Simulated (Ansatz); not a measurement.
**CH4FOSn radical: how energies converge with the basis set**

An exercise on one series of results from a longer session: the logs are not shown, and one member is left open.

The runs use Ansatz 0.2.0, Gaussian basis; one geometry, several basis sets.

Plan: PBE0-D4/def2-SVP; ωB97M-V/def2-SVP; PBE0-D4/def2-QZVPP; ωB97M-V/def2-QZVPP; the functionals' def2-TZVPP values are taken from earlier runs.

## The geometry

All runs share one geometry, relaxed beforehand with PBE0-D4 in a triple-zeta def2 set. Sn takes the def2 core potential; no spin-orbit term is included.

SMILES `[CH3][Sn]([OH])[F]`, 8 atoms, charge 0, spin multiplicity 2.

Atoms are counted from 1 here; the program's logs count them from 0.

Bond lengths: C1–Sn2 2.172 Å, C1–H5 1.089 Å, C1–H6 1.087 Å, C1–H7 1.090 Å, Sn2–O3 1.969 Å, Sn2–F4 1.943 Å, O3–H8 0.962 Å. Angles: Sn2–C1–H5 106.8°, Sn2–C1–H6 110.8°, Sn2–C1–H7 105.0°, H5–C1–H6 111.4°, H5–C1–H7 111.3°, H6–C1–H7 111.2°, C1–Sn2–O3 104.6°, C1–Sn2–F4 105.7°, O3–Sn2–F4 101.5°, Sn2–O3–H8 113.5°.

The first run:

Input file in.yaml:

```yaml
crystal:
  periodic: [false, false, false]
  atoms:
    - {symbol: C, position_ang: [0.357806, 1.043073, -0.793790]}
    - {symbol: Sn, position_ang: [-0.841175, -0.633714, -0.109856]}
    - {symbol: O, position_ang: [-0.645442, -0.615431, 1.849502]}
    - {symbol: F, position_ang: [0.163500, -2.227078, -0.584549]}
    - {symbol: H, position_ang: [0.324784, 1.796213, -0.007659]}
    - {symbol: H, position_ang: [-0.025229, 1.433225, -1.733388]}
    - {symbol: H, position_ang: [1.363725, 0.640275, -0.914986]}
    - {symbol: H, position_ang: [-0.605768, -1.493662, 2.238927]}
basis:
  gaussian: {orbitals: def2-SVP}
magnetization: {spin_polarized: true, initial_magnetization: 1}
hamiltonian: {xc: pbe0, dispersion: d4}
output: {orbitals: {seedname: orbitals}}
```

Launch:

```sh
$ ansatz run in.yaml --threads 4 --pin off --events-out ev --progress --plain --max-ram 10444MiB
```

Among the steps run: PBE0-D4 in def2-SVP; ωB97M-V in def2-SVP; PBE0-D4 in def2-QZVPP; ωB97M-V in def2-QZVPP.

One table of the session follows, with a row left open; its other results are not shown here.

It belongs to the step «Functionals by basis». 

| functional | basis | HOMO (eV) | LUMO (eV) |
| --- | --- | --- | --- |
| PBE0-D4 | def2-SVP | -6.40 | -3.46 |
| PBE0-D4 | def2-TZVPP | -6.57 | -3.61 |
| PBE0-D4 | def2-QZVPP | -6.61 | -3.66 |
| ωB97M-V | def2-SVP | -8.43 | -1.66 |
| ωB97M-V | def2-TZVPP | -8.63 | -1.87 |
| ωB97M-V | def2-QZVPP | ? | ? |

Q: Estimate the row for ωB97M-V, def2-QZVPP from the others.

As computed: HOMO (eV): -8.66; LUMO (eV): -1.96. In the column «HOMO (eV)» it is the lowest.
